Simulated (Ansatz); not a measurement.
I need a geometry optimisation of H6N2SSn, SMILES [NH2][SnH]([NH2])[SH]. Use Ansatz 0.2.0 through its Python package. Settings: Hartree-Fock, def2-SVP basis, multiplicity 1.

```xyz
10

N    -1.5730    0.5564   -0.5608
Sn    0.2703    0.0374    0.0063
N     0.1148   -1.5079    1.3446
S     1.5995   -0.6683   -1.9323
H    -1.5056    1.4012   -1.2432
H    -2.0987    0.9851    0.2791
H     1.1086    1.4040    0.7576
H    -0.3133   -1.1186    2.1895
H     1.1281   -1.7060    1.7030
H     1.3525    0.5656   -2.5408
```

`opt_h6n2ssn.py`
```python
"""Minimum-energy structure of H6N2SSn."""

import itertools

import ansatz as az
from ase.data import atomic_numbers, covalent_radii
import numpy as np
import pandas as pd

BASIS_SET = "def2-SVP"
FUNCTIONAL = "hf"

GEOMETRY = """
N    -1.57300    0.55640   -0.56080
Sn    0.27030    0.03740    0.00630
N     0.11480   -1.50790    1.34460
S     1.59950   -0.66830   -1.93230
H    -1.50560    1.40120   -1.24320
H    -2.09870    0.98510    0.27910
H     1.10860    1.40400    0.75760
H    -0.31330   -1.11860    2.18950
H     1.12810   -1.70600    1.70300
H     1.35250    0.56560   -2.54080
"""


def main() -> None:
    geometry = az.Crystal.molecule()
    for line in GEOMETRY.strip().splitlines():
        symbol, *xyz = line.split()
        geometry = geometry.atom(symbol, [float(v) for v in xyz])

    calculation = (
        geometry.calculation()
        .basis(gaussian=BASIS_SET)
        .functional(FUNCTIONAL)
        .accuracy("medium")  # preset for grids and thresholds
    )
    symbols = [site.symbol for site in geometry.cartesian_sites]
    start = np.array([site.position_ang for site in geometry.cartesian_sites], dtype=float)
    def progress(event):
        if event["event"] == "relax_step":
            row = event["data"]
            print(f"step {row['step']:3d}  E = {row['lagrangian_ev']:.6f} eV  largest force component {row['allowed_force_max_ev_ang']:.4f} eV/A")


    r = calculation.relax(force_tolerance=0.01, max_steps=100).session().plan().execute(on_event=progress).report
    end = np.array(r["positions_ang"])

    print(f"E = {r['free_energy_ev']:.6f} eV = {r['free_energy_ev'] / 27.211386246:.7f} Ha")
    print("converged:", r["converged"], " doubts:", r["published_state_doubts"] or "none")

    # pairs closer than 1.2 times the sum of covalent radii, before or after
    radius = [covalent_radii[atomic_numbers[s]] for s in symbols]
    span = lambda where, i, j: np.linalg.norm(where[i] - where[j])
    bonded = [(i, j) for i, j in itertools.combinations(range(len(symbols)), 2) if min(span(start, i, j), span(end, i, j)) < 1.2 * (radius[i] + radius[j])]
    print("pair        before    after (A)")
    for i, j in bonded:
        print(f"{symbols[i]}{i}-{symbols[j]}{j}".ljust(10), f"{span(start, i, j):8.4f} {span(end, i, j):8.4f}")

    charges = r["charge_distribution"]
    table = pd.DataFrame({"atom": symbols, "mulliken": charges["mulliken_charges_e"], "lowdin": charges["lowdin_charges_e"]})
    print(table.round(3).to_string())
    print("dipole (e A):", np.round(charges["dipole_moment_e_ang"], 4) + 0.0)
    with open("h6n2ssn_opt.xyz", "w") as handle:
        handle.write(f"{len(symbols)}\nrelaxed H6N2SSn\n")
        handle.writelines(f"{s:2s} {x:11.6f} {y:11.6f} {z:11.6f}\n" for s, (x, y, z) in zip(symbols, end))


if __name__ == "__main__":
    main()
```

Output of `python opt_h6n2ssn.py`:
```text
step   1  E = -19675.186627 eV  largest force component 4.0234 eV/A
step   2  E = -19675.615213 eV  largest force component 1.8482 eV/A
step   3  E = -19675.742328 eV  largest force component 1.7008 eV/A
step   4  E = -19675.875353 eV  largest force component 0.1890 eV/A
step   5  E = -19675.935848 eV  largest force component 0.2977 eV/A
step   6  E = -19675.966064 eV  largest force component 0.1246 eV/A
step   7  E = -19675.973392 eV  largest force component 0.0504 eV/A
step   8  E = -19675.949673 eV  largest force component 0.3324 eV/A
step   9  E = -19675.975645 eV  largest force component 0.2194 eV/A
step  10  E = -19675.975403 eV  largest force component 0.2379 eV/A
step  11  E = -19675.978412 eV  largest force component 0.1003 eV/A
step  12  E = -19675.980752 eV  largest force component 0.0572 eV/A
step  13  E = -19675.983441 eV  largest force component 0.1923 eV/A
step  14  E = -19675.981592 eV  largest force component 0.5474 eV/A
step  15  E = -19675.987177 eV  largest force component 0.1156 eV/A
step  16  E = -19675.990663 eV  largest force component 0.0843 eV/A
step  17  E = -19675.993919 eV  largest force component 0.2129 eV/A
step  18  E = -19675.991868 eV  largest force component 0.6113 eV/A
step  19  E = -19675.999971 eV  largest force component 0.1053 eV/A
step  20  E = -19676.004368 eV  largest force component 0.1017 eV/A
step  21  E = -19676.008650 eV  largest force component 0.2461 eV/A
step  22  E = -19676.014565 eV  largest force component 0.1156 eV/A
step  23  E = -19676.012860 eV  largest force component 0.1846 eV/A
step  24  E = -19676.017743 eV  largest force component 0.0901 eV/A
step  25  E = -19676.020554 eV  largest force component 0.0356 eV/A
step  26  E = -19676.014052 eV  largest force component 0.3351 eV/A
step  27  E = -19676.020627 eV  largest force component 0.0650 eV/A
step  28  E = -19676.021221 eV  largest force component 0.0856 eV/A
step  29  E = -19676.021168 eV  largest force component 0.0630 eV/A
step  30  E = -19676.021893 eV  largest force component 0.0252 eV/A
step  31  E = -19676.021983 eV  largest force component 0.0097 eV/A
step  32  E = -19676.022008 eV  largest force component 0.0071 eV/A
E = -19676.022008 eV = -723.0804719 Ha
converged: True  doubts: none
pair        before    after (A)
N0-Sn1       1.9972   2.0156
N0-H4        1.0881   1.0041
N0-H5        1.0796   1.0036
Sn1-N2       2.0502   2.0112
Sn1-S3       2.4542   2.4346
Sn1-H6       1.7705   1.7090
N2-H7        1.0241   1.0032
N2-H8        1.0929   1.0027
S3-H9        1.3978   1.3365
  atom  mulliken  lowdin
0    N    -0.610  -0.065
1   Sn     1.135   0.286
2    N    -0.612  -0.065
3    S    -0.378   0.027
4    H     0.147  -0.006
5    H     0.140  -0.009
6    H    -0.184  -0.121
7    H     0.146  -0.006
8    H     0.145  -0.008
9    H     0.071  -0.032
dipole (e A): [0.007  0.3241 0.2184]
```

File `h6n2ssn_opt.xyz` afterwards:
```text
10
relaxed H6N2SSn
N    -1.612652    0.845578   -0.139352
Sn    0.299572    0.247448    0.080004
N     0.173938   -1.412292    1.208907
S     1.413565   -0.530771   -1.940052
H    -2.254718    0.180772   -0.531865
H    -1.778961    1.746771   -0.548538
H     1.183957    1.576323    0.690529
H    -0.350023   -1.364557    2.063049
H     0.996082   -1.972188    1.335753
H     2.012441    0.631816   -2.215435
```

These settings explore the input space; basis and method may be short of convergence. The end point is the stationary point reached from this start; no frequency run checks that it is a minimum, and the basis set is modest. def2 sets replace the cores of elements past krypton by effective core potentials. The Löwdin charges here are taken after orthogonalising the functions within each atom; they differ from plain Löwdin charges, and their signs can be unphysical. The whole script took 97 s on 1 thread of Arm Neoverse V1, with other jobs on the host, peak memory 0.34 GiB.
